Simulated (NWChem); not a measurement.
# One shape, several levels: AsH3 (arsine)

Aim: a comparison of 6 runs (B3LYP/cc-pVTZ, BHLYP/cc-pVTZ, M06-L/cc-pVTZ, PBE0/cc-pVTZ, TPSS/cc-pVTZ, r2SCAN/cc-pVTZ) of AsH3 (arsine). 

The calculation is run with NWChem 7.3.0.

### 1 The structure to begin with

The species is AsH3 (4 atoms), meant as a singlet with charge 0. SMILES: `[AsH3]`. The shape is that of a PBE0-D4/def2-TZVP optimisation.

Bond lengths: As1–H2 1.522 Å, As1–H3 1.522 Å, As1–H4 1.522 Å. Angles: H2–As1–H3 92.0°, H2–As1–H4 92.0°, H3–As1–H4 92.0°.

### 2 Energy and gradient at B3LYP/cc-pVTZ (run 1)

Input file m1.nw:

```
start m1
title "AsH3"
memory 2200 mb

geometry units angstroms noautosym nocenter noautoz
  As    -0.215800     0.487600    -0.346000
  H      0.349900     0.630300     1.059400
  H     -1.068000    -0.705500     0.061100
  H      0.933900    -0.412500    -0.774500
end

basis spherical bse
  * library cc-pVTZ
end

dft
  xc b3lyp
  grid xfine
  convergence energy 1e-08
  maxiter 100
  mulliken
end

task dft gradient
```

The run is started by

```sh
nwchem m1.nw > m1.out
```

What it wrote:

```text
[...]
          Wavefunction type:  closed shell.
          No. of atoms     :     4
          No. of electrons :    36
[...]
          Charge           :     0
          Spin multiplicity:     1
[...]
          AO basis - number of functions:    85
[...]
              XC Information
              --------------
                         B3LYP Method XC Potential
                     Hartree-Fock (Exact) Exchange  0.200
                        Slater Exchange Functional  0.800 local
                    Becke 1988 Exchange Functional  0.720 non-local
              Lee-Yang-Parr Correlation Functional  0.810
                  VWN I RPA Correlation Functional  0.190 local
[...]
 d= 0,ls=0.0,diis     1  -2237.7353704317 -2.27D+03  3.84D-03  3.00D-01    21.9
[...]
 d= 0,ls=0.0,diis     8  -2237.7528696927 -5.31D-10  2.03D-08  3.66D-12   106.7
         Total DFT energy =    -2237.752869692683
      One electron energy =    -3186.074667024652
           Coulomb energy =      997.352415504667
    Exchange-Corr. energy =      -84.183798655554
 Nuclear repulsion energy =       35.153180482855
[...]
      Total Density - Mulliken Population Analysis
     ---------------------------------------------
    Atom       Charge   Shell Charges
 -----------   ------   -------------------------------------------------------
    1 As  33    32.94   2.00  2.01  1.93  0.48  0.93  0.40  6.00  5.84  0.73  1.76  0.74  9.59  0.44  0.07  0.01
    2 H    1     1.02   0.24  0.52  0.23  0.00  0.02  0.00
    3 H    1     1.02   0.24  0.52  0.23  0.00  0.02  0.00
    4 H    1     1.02   0.24  0.52  0.23  0.00  0.02  0.00
[...]
  wavefunction    = closed shell
                         DFT ENERGY GRADIENTS
    atom               coordinates                        gradient
                 x          y          z           x          y          z
   1 As     -0.407803   0.921430  -0.653845    0.000388  -0.000900   0.000640
   2 H       0.661215   1.191094   2.001976   -0.000351  -0.000321  -0.000949
   3 H      -2.018227  -1.333202   0.115462    0.000762   0.000730  -0.000171
   4 H       1.764815  -0.779512  -1.463593   -0.000799   0.000490   0.000479
[...]
```

Run time: 2.3 min. Hardware: 1 thread of Intel Xeon Platinum 8259CL at 2.50GHz (Skylake/Cascade Lake), shared host; peak memory 0.15 GiB.

### 3 Energy and forces at BHLYP/cc-pVTZ (run 2)

Input file ash3.xyz:

```xyz
4
AsH3 BHLYP
As    -0.215800     0.487600    -0.346000
H      0.349900     0.630300     1.059400
H     -1.068000    -0.705500     0.061100
H      0.933900    -0.412500    -0.774500
```

Input file run.py:

```python
from ase.io import read
from ase.calculators.nwchem import NWChem

molecule = read('ash3.xyz')

calc = NWChem(
    label='ash3',
    theory='dft',
    memory='2200 mb',
    basis='cc-pVTZ',
    basispar='spherical bse',
    dft={'xc': 'bhlyp', 'mult': '1', 'grid': 'xfine', 'convergence': 'energy 1e-08', 'iterations': '100', 'mulliken': None},
)
molecule.calc = calc

forces = molecule.get_forces()
print("Total energy (eV):", round(molecule.get_potential_energy(), 6))
print("forces (eV/A):")
for s, f in zip(molecule.symbols, forces):
    print(f"{s:2s} {f[0]:10.5f} {f[1]:10.5f} {f[2]:10.5f}")
print("dipole (e A):", molecule.get_dipole_moment().round(4))
```

The run is started by

```sh
export ASE_NWCHEM_COMMAND="nwchem PREFIX.nwi > PREFIX.nwo"
python run.py
```

What it wrote:

```text
Total energy (eV): -60890.509607
forces (eV/A):
As    0.15493   -0.34885    0.24744
H    -0.07688    0.04376   -0.16902
H     0.05271    0.16568   -0.07754
H    -0.13077    0.13941   -0.00087
dipole (e A): [ 0.0217 -0.0491  0.0349]
```

The calculator wrote ash3.nwi:

```
title "ash3"

permanent_dir ash3

scratch_dir ash3

start ash3

geometry units angstrom nocenter noautosym noautoz
  As -2.1579999999999999e-01 4.8759999999999998e-01 -3.4599999999999997e-01
  H  3.4989999999999999e-01 6.3029999999999997e-01 1.0593999999999999e+00
  H  -1.0680000000000001e+00 -7.0550000000000002e-01 6.1100000000000002e-02
  H  9.3389999999999995e-01 -4.1249999999999998e-01 -7.7449999999999997e-01
end

memory 2200 mb

basis spherical bse noprint
   * library cc-pVTZ
end

dft
  xc bhlyp
  mult 1
  grid xfine
  convergence energy 1e-08
  iterations 100
  mulliken
end

task dft gradient
```

ash3.nwo, shortened:

```text
[...]
         Total DFT energy =    -2237.684973226188
[...]
  wavefunction    = closed shell
                         DFT ENERGY GRADIENTS
    atom               coordinates                        gradient
                 x          y          z           x          y          z
   1 As     -0.407803   0.921430  -0.653845   -0.003013   0.006784  -0.004812
   2 H       0.661215   1.191094   2.001976    0.001495  -0.000851   0.003287
   3 H      -2.018227  -1.333202   0.115462   -0.001025  -0.003222   0.001508
   4 H       1.764815  -0.779512  -1.463593    0.002543  -0.002711   0.000017
[...]
```

Wall time 2.3 min (1 thread of Intel Xeon Platinum 8259CL at 2.50GHz (Skylake/Cascade Lake), shared host); peak memory 0.15 GiB.

### 4 Energy and forces at M06-L/cc-pVTZ (run 3)

Input file run.py:

```python
from ase import Atoms
from ase.calculators.nwchem import NWChem

molecule = Atoms('AsHHH', positions=[
    [-0.215800, 0.487600, -0.346000],
    [0.349900, 0.630300, 1.059400],
    [-1.068000, -0.705500, 0.061100],
    [0.933900, -0.412500, -0.774500],
])

calc = NWChem(
    label='ash3',
    theory='dft',
    memory='2200 mb',
    basis='cc-pVTZ',
    basispar='spherical bse',
    dft={'xc': 'm06-l', 'mult': '1', 'grid': 'xfine', 'convergence': 'energy 1e-08', 'iterations': '100', 'mulliken': None},
)
molecule.calc = calc

forces = molecule.get_forces()
e = molecule.get_potential_energy()
print(f"E = {e:.6f} eV")
print("forces (eV/A):")
for s, f in zip(molecule.symbols, forces):
    print(f"{s:2s} {f[0]:10.5f} {f[1]:10.5f} {f[2]:10.5f}")
print("dipole (e A):", molecule.get_dipole_moment().round(4))
```

The run is started by

```sh
export ASE_NWCHEM_COMMAND="nwchem PREFIX.nwi > PREFIX.nwo"
python run.py
```

What it wrote:

```text
E = -60889.357410 eV
forces (eV/A):
As    0.00591   -0.01208    0.00848
H    -0.00031    0.00818    0.00201
H    -0.00792    0.00093   -0.00309
H     0.00231    0.00303   -0.00740
dipole (e A): [ 0.0198 -0.0449  0.0318]
```

The calculator wrote ash3.nwi:

```
title "ash3"

permanent_dir ash3

scratch_dir ash3

start ash3

geometry units angstrom nocenter noautosym noautoz
  As -2.1579999999999999e-01 4.8759999999999998e-01 -3.4599999999999997e-01
  H  3.4989999999999999e-01 6.3029999999999997e-01 1.0593999999999999e+00
  H  -1.0680000000000001e+00 -7.0550000000000002e-01 6.1100000000000002e-02
  H  9.3389999999999995e-01 -4.1249999999999998e-01 -7.7449999999999997e-01
end

memory 2200 mb

basis spherical bse noprint
   * library cc-pVTZ
end

dft
  xc m06-l
  mult 1
  grid xfine
  convergence energy 1e-08
  iterations 100
  mulliken
end

task dft gradient
```

ash3.nwo, shortened:

```text
[...]
         Total DFT energy =    -2237.642630768746
[...]
  wavefunction    = closed shell
                         DFT ENERGY GRADIENTS
    atom               coordinates                        gradient
                 x          y          z           x          y          z
   1 As     -0.407803   0.921430  -0.653845   -0.000115   0.000235  -0.000165
   2 H       0.661215   1.191094   2.001976    0.000006  -0.000159  -0.000039
   3 H      -2.018227  -1.333202   0.115462    0.000154  -0.000018   0.000060
   4 H       1.764815  -0.779512  -1.463593   -0.000045  -0.000059   0.000144
[...]
```

Wall time 2.9 min (1 thread of Intel Xeon Platinum 8259CL at 2.50GHz (Skylake/Cascade Lake), shared host); peak memory 0.15 GiB.

Runs 4 to 5 aren't shown in full; the table further down has their settings and results.

### 5 Energy and forces at r2SCAN/cc-pVTZ (run 6)

Input file run.py:

```python
from ase import Atoms
from ase.calculators.nwchem import NWChem

atoms = Atoms(['As', 'H', 'H', 'H'], positions=[
    [-0.215800, 0.487600, -0.346000],
    [0.349900, 0.630300, 1.059400],
    [-1.068000, -0.705500, 0.061100],
    [0.933900, -0.412500, -0.774500],
])

calc = NWChem(
    label='calc',
    theory='dft',
    memory='2200 mb',
    basis='cc-pVTZ',
    basispar='spherical bse',
    dft={'xc': 'r2scan', 'mult': '1', 'grid': 'xfine', 'convergence': 'energy 1e-08', 'iterations': '100', 'mulliken': None},
)
atoms.calc = calc

forces = atoms.get_forces()
e = atoms.get_potential_energy()
print(f"E = {e:.6f} eV")
print("forces (eV/A):")
for s, f in zip(atoms.symbols, forces):
    print(f"{s:2s} {f[0]:10.5f} {f[1]:10.5f} {f[2]:10.5f}")
print("dipole (e A):", atoms.get_dipole_moment().round(4))
```

The run is started by

```sh
export ASE_NWCHEM_COMMAND="nwchem PREFIX.nwi > PREFIX.nwo"
python run.py
```

What it wrote:

```text
E = -60890.672814 eV
forces (eV/A):
As    0.00689   -0.01440    0.01013
H    -0.01265   -0.02530   -0.03939
H     0.04103    0.02515   -0.00134
H    -0.03528    0.01455    0.03060
dipole (e A): [ 0.0283 -0.064   0.0454]
```

The calculator wrote calc.nwi:

```
title "calc"

permanent_dir calc

scratch_dir calc

start calc

geometry units angstrom nocenter noautosym noautoz
  As -2.1579999999999999e-01 4.8759999999999998e-01 -3.4599999999999997e-01
  H  3.4989999999999999e-01 6.3029999999999997e-01 1.0593999999999999e+00
  H  -1.0680000000000001e+00 -7.0550000000000002e-01 6.1100000000000002e-02
  H  9.3389999999999995e-01 -4.1249999999999998e-01 -7.7449999999999997e-01
end

memory 2200 mb

basis spherical bse noprint
   * library cc-pVTZ
end

dft
  xc r2scan
  mult 1
  grid xfine
  convergence energy 1e-08
  iterations 100
  mulliken
end

task dft gradient
```

calc.nwo, shortened:

```text
[...]
         Total DFT energy =    -2237.690970945777
[...]
  wavefunction    = closed shell
                         DFT ENERGY GRADIENTS
    atom               coordinates                        gradient
                 x          y          z           x          y          z
   1 As     -0.407803   0.921430  -0.653845   -0.000134   0.000280  -0.000197
   2 H       0.661215   1.191094   2.001976    0.000246   0.000492   0.000766
   3 H      -2.018227  -1.333202   0.115462   -0.000798  -0.000489   0.000026
   4 H       1.764815  -0.779512  -1.463593    0.000686  -0.000283  -0.000595
[...]
```

It took 2.4 min on 1 thread of Intel Xeon Platinum 8259CL at 2.50GHz (Skylake/Cascade Lake), shared host; peak memory 0.15 GiB.

### 6 The series

```tsv
run	level	energy (Eh)	dipole moment (D)	HOMO energy (eV)	LUMO energy (eV)	wall time
1	B3LYP/cc-pVTZ	-2237.752870	0.28	-7.66	0.30	2.3 min
2	BHLYP/cc-pVTZ	-2237.684973	0.31	-8.85	1.40	2.3 min
3	M06-L/cc-pVTZ	-2237.642631	0.28	-6.73	0.25	2.9 min
4	PBE0/cc-pVTZ	-2237.426939	0.38	-7.83	0.57	2.3 min
5	TPSS/cc-pVTZ	-2237.663054	0.33	-6.86	-0.16	2.2 min
6	r2SCAN/cc-pVTZ	-2237.690971	0.40	-7.00	0.03	2.4 min
```

### 7 Outcome

| quantity | value |
| --- | --- |
| run 6: total energy | -2237.69097 Eh |
| run 6: dipole moment | 0.40 D |
| run 6: HOMO energy | -7.00 eV |
| run 6: LUMO energy | 0.03 eV |
| run 6: HOMO–LUMO gap | 7.03 eV |
| run 6: largest force on an atom | 0.049 eV/Å |

What this shows: The dipole moment (its size) runs from 0.28 D (B3LYP/cc-pVTZ) to 0.40 D (r2SCAN/cc-pVTZ). The HOMO–LUMO gap runs from 6.70 eV (TPSS/cc-pVTZ) to 10.25 eV (BHLYP/cc-pVTZ). Totals of different functionals can't be ranked against each other. All runs together took 14 min, the longest 2.9 min.
